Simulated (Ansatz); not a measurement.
# H3NS2Si: the cost of one run

Program: Ansatz 0.2.0. Level of theory: RKS LDA/cc-pVDZ. These are calculated values, not measurements.

## Step 1: Starting point

Bond lengths: N1–Si2 1.619 Å, Si2–S3 2.135 Å, Si2–S4 2.073 Å, S3–S4 2.003 Å, N1–H5 1.017 Å, N1–H6 1.025 Å, Si2–H7 1.505 Å. Angles: N1–Si2–S3 102.9°, N1–Si2–S4 115.2°, N1–Si2–H7 120.6°, S3–Si2–S4 56.8°, S3–Si2–H7 107.2°, S4–Si2–H7 124.2°, Si2–N1–H5 112.0°, Si2–N1–H6 111.9°, H5–N1–H6 102.4°, Si2–S3–S4 60.0°, Si2–S4–S3 63.1°.

As a file:

```xyz
7

N    -0.7471    0.8391   -0.4630
Si    0.5155   -0.1736   -0.4672
S     0.5937   -0.8474    1.5571
S     0.0874   -2.1220    0.0969
H    -0.6624    1.5513    0.2579
H    -1.6173    0.3643   -0.2018
H     1.8914    0.3204   -0.8257
```

## Step 2: End point A

input.yaml reads:

```yaml
crystal:
  periodic: [false, false, false]
  atoms:
    - { symbol: "N", position_ang: [-0.7471, 0.8391, -0.463] }
    - { symbol: Si, position_ang: [0.5155, -0.1736, -0.4672] }
    - { symbol: S, position_ang: [0.5937, -0.8474, 1.5571] }
    - { symbol: S, position_ang: [0.0874, -2.122, 0.0969] }
    - { symbol: H, position_ang: [-0.6624, 1.5513, 0.2579] }
    - { symbol: H, position_ang: [-1.6173, 0.3643, -0.2018] }
    - { symbol: H, position_ang: [1.8914, 0.3204, -0.8257] }
basis:
  gaussian: { orbitals: cc-pVDZ }
hamiltonian:
  xc: lda
relax:
  f_tol: 0.015
  max_steps: 40
output:
  orbitals: {}
```

Run with:

```
$ ansatz run input.yaml --threads 1 --pin off --max-ram 2048MiB --backend cpu --events-out ev --progress --plain --runs-dir out
```

Q: Estimate wall time and peak memory on 1 thread of Intel Xeon at 2.70GHz, shared host.

About 18 s, with a peak of 0.14 GiB.
